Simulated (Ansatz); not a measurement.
# C2H7In: a ladder of functionals and wavefunction methods

The task here is to estimate one member of a computed series from the others.

The runs use Ansatz 0.2.0, Gaussian basis; functionals in def2-TZVPP, the program's frozen cores in correlated methods.

Levels to be run: LDA (SPW92), PBE-D4, revPBE-D4, BLYP-D4, r2SCAN-D4, B97M-V, PBE0-D4, B3LYP-D4, r2SCANh-D4, r2SCAN0-D4, HSE06-D4, BHLYP-D4, CAM-B3LYP-D4, LC-ωPBE, ωB97X-V, ωB97M-V, B2PLYP, PBE-QIDH; CCSD(T)/def2-SVP; CCSD(T)/def2-TZVPP; MP2/def2-QZVPP; extrapolation to the limit; RPA on PBE.

**The relaxed structure**

The geometry comes from an earlier relaxation with PBE0-D4 in a triple-zeta def2 set; it is a stationary point, not always the lowest conformer. In takes the def2 core potential; no spin-orbit term is included.

SMILES `[CH3][InH][CH3]`, 10 atoms, charge 0, spin multiplicity 1.

Atoms are counted from 1 here; the program's logs count them from 0.

Bond lengths: C1–In2 2.160 Å, C1–H4 1.093 Å, C1–H5 1.093 Å, C1–H6 1.090 Å, In2–C3 2.160 Å, In2–H7 1.735 Å, C3–H8 1.090 Å, C3–H9 1.093 Å, C3–H10 1.093 Å. Angles: In2–C1–H4 109.8°, In2–C1–H5 109.9°, In2–C1–H6 112.0°, H4–C1–H5 107.4°, H4–C1–H6 108.8°, H5–C1–H6 108.9°, C1–In2–C3 118.8°, C1–In2–H7 120.6°, C3–In2–H7 120.6°, In2–C3–H8 112.0°, In2–C3–H9 109.9°, In2–C3–H10 109.8°, H8–C3–H9 108.8°, H8–C3–H10 108.8°, H9–C3–H10 107.4°.

Set-up of the first run:

File in.yaml:

```yaml
crystal:
  periodic: [false, false, false]
  atoms:
    - {symbol: C, position_ang: [-1.218338, 1.119925, -0.869329]}
    - {symbol: In, position_ang: [0.690178, 0.459746, -0.103942]}
    - {symbol: C, position_ang: [0.795647, -1.428661, 0.938589]}
    - {symbol: H, position_ang: [-1.590263, 0.401331, -1.603821]}
    - {symbol: H, position_ang: [-1.949253, 1.166032, -0.058626]}
    - {symbol: H, position_ang: [-1.152172, 2.100321, -1.340759]}
    - {symbol: H, position_ang: [2.113053, 1.427918, -0.324315]}
    - {symbol: H, position_ang: [1.808668, -1.656107, 1.270000]}
    - {symbol: H, position_ang: [0.449258, -2.233236, 0.285487]}
    - {symbol: H, position_ang: [0.136222, -1.408468, 1.809615]}
basis:
  gaussian: {orbitals: def2-TZVPP}
hamiltonian: {xc: lda}
output: {orbitals: {seedname: orbitals}}
```

Steps of the session up to this table: LDA; PBE-D4 (GGA); revPBE-D4 (GGA); BLYP-D4 (GGA); r2SCAN-D4 (meta-GGA); B97M-V (meta-GGA); PBE0-D4 (hybrid); B3LYP-D4 (hybrid); r2SCANh-D4 (hybrid); r2SCAN0-D4 (hybrid); HSE06-D4 (hybrid); BHLYP-D4 (hybrid); CAM-B3LYP-D4 (range-separated); LC-ωPBE-D4 (range-separated; the results give it without D4); ωB97X-V (range-separated); ωB97M-V (range-separated); B2PLYP (double hybrid); PBE-QIDH (double hybrid).

One of the session's tables, all rows but one given; the rest of the session is left out.

It belongs to the step «Orbital energies across the functionals». 

| functional | HOMO (eV) | LUMO (eV) | gap (eV) |
| --- | --- | --- | --- |
| LDA (SPW92) | -6.23 | -2.19 | 4.04 |
| PBE-D4 | -6.05 | -1.94 | 4.11 |
| revPBE-D4 | -5.98 | -1.82 | 4.16 |
| BLYP-D4 | -5.90 | -1.93 | 3.97 |
| r2SCAN-D4 | ? | ? | ? |
| B97M-V | -6.30 | -1.93 | 4.37 |
| PBE0-D4 | -7.19 | -1.21 | 5.98 |
| B3LYP-D4 | -6.97 | -1.50 | 5.46 |
| r2SCANh-D4 | -6.69 | -1.39 | 5.30 |
| r2SCAN0-D4 | -7.34 | -1.03 | 6.31 |
| HSE06-D4 | -6.79 | -1.56 | 5.23 |
| BHLYP-D4 | -8.21 | -0.60 | 7.61 |
| CAM-B3LYP-D4 | -8.49 | -0.45 | 8.04 |
| LC-ωPBE | -9.85 | 0.65 | 10.50 |
| ωB97X-V | -9.47 | 0.51 | 9.98 |
| ωB97M-V | -9.36 | 0.16 | 9.53 |

Q: Estimate the row for r2SCAN-D4 from the others.

Worked estimate for «HOMO (eV)». Against the share of exact exchange, r2SCANh-D4 (0.1, -6.69), r2SCAN0-D4 (0.25, -7.34) give a slope of -4.33 per unit share; at 0 the line stands at -6.26.

As computed: HOMO (eV): -6.26; LUMO (eV): -1.64; gap (eV): 4.62. In «HOMO (eV)» the line misses by 0.00.
